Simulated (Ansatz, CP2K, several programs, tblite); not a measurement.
Energy against volume for KCdCO3F (from a published structure), at fixed shape and fractional coordinates, computed by several methods (PBE and r2SCAN, where shown, with plane waves in Ansatz); the cell shown is that of r2SCAN. With free coordinates or axes held, a curve is too stiff, and on another method's shape its minimum isn't the method's own volume. Space group P-6m2 (No. 187), hexagonal; a = 5.042 Å, c = 4.424 Å in the conventional setting, 13.91 Å³ an atom. K is surrounded by 6 O at 2.75 Å and 3 F at 2.91 Å; Cd is surrounded by 2 F at 2.21 Å and 6 O at 2.53 Å; C is surrounded by 3 O at 1.28 Å; O is surrounded by 1 C at 1.28 Å and 2 Cd at 2.53 Å and 2 K at 2.75 Å; F is surrounded by 2 Cd at 2.21 Å and 3 K at 2.91 Å. Spin-unpolarised calculation; the starting structure is a published one, and the numbers are computed. Energies count from each curve's lowest point; fits are third-order Birch-Murnaghan.

```yaml
crystal:
  lattice:
    - [5.04193, 0.00000, 0.00000]
    - [-2.52096, 4.36644, 0.00000]
    - [0.00000, 0.00000, 4.42406]
  atoms:
    - { symbol: K, position: [0.00000, 0.00000, 0.00000] }
    - { symbol: Cd, position: [0.66667, 0.33333, 0.50000] }
    - { symbol: C, position: [0.33333, 0.66667, 0.50000] }
    - { symbol: O, position: [0.18641, 0.37283, 0.50000] }
    - { symbol: O, position: [0.18641, 0.81359, 0.50000] }
    - { symbol: O, position: [0.62717, 0.81359, 0.50000] }
    - { symbol: F, position: [0.66667, 0.33333, 0.00000] }
```

**Question.** GFN2-xTB (tblite), on the shape of the cell shown, as a cluster of 56 atoms at the zone centre, gives
```csv
V (Å³/atom),E (meV/atom)
12.244,104.14
13.079,36.26
13.914,5.06
14.749,0.00
15.584,17.00
```
What equilibrium volume and bulk modulus follow?

**Answer.** V₀ = 14.48 Å³ an atom and B₀ = 76 GPa.

light PBE (260 eV, its own mesh), on the shape of the cell shown:
```tsv
V (Å³/atom)	E (meV/atom)
12.801	68.50
13.357	18.25
13.914	0.00
14.470	8.60
15.027	4.38
15.584	19.99
```
The points scatter about a smooth fit, as a low cutoff and a light mesh can make them, so no fit is quoted.

**Question.** r2SCAN, on the shape of its own relaxed cell, gives
```tsv
V (Å³/atom)	E (meV/atom)
13.079	20.04
13.496	4.75
13.914	0.00
14.331	4.22
14.749	16.09
```
What equilibrium volume and bulk modulus follow?

**Answer.** V₀ = 13.92 Å³ an atom and B₀ = 115 GPa.

PBE/DZVP (CP2K), on the shape of the cell shown:
```tsv
V (Å³/atom)	E (meV/atom)
12.244	164.56
13.079	62.04
13.914	11.55
14.749	0.00
15.584	17.75
```
V₀ = 14.62 Å³ an atom and B₀ = 102 GPa.

PBE/SZV (CP2K), on the shape of the cell shown:
```tsv
V (Å³/atom)	E (meV/atom)
12.244	436.93
13.079	244.97
13.914	117.70
14.749	39.86
15.584	0.00
```
The lowest point is an end point, so the minimum isn't bracketed.
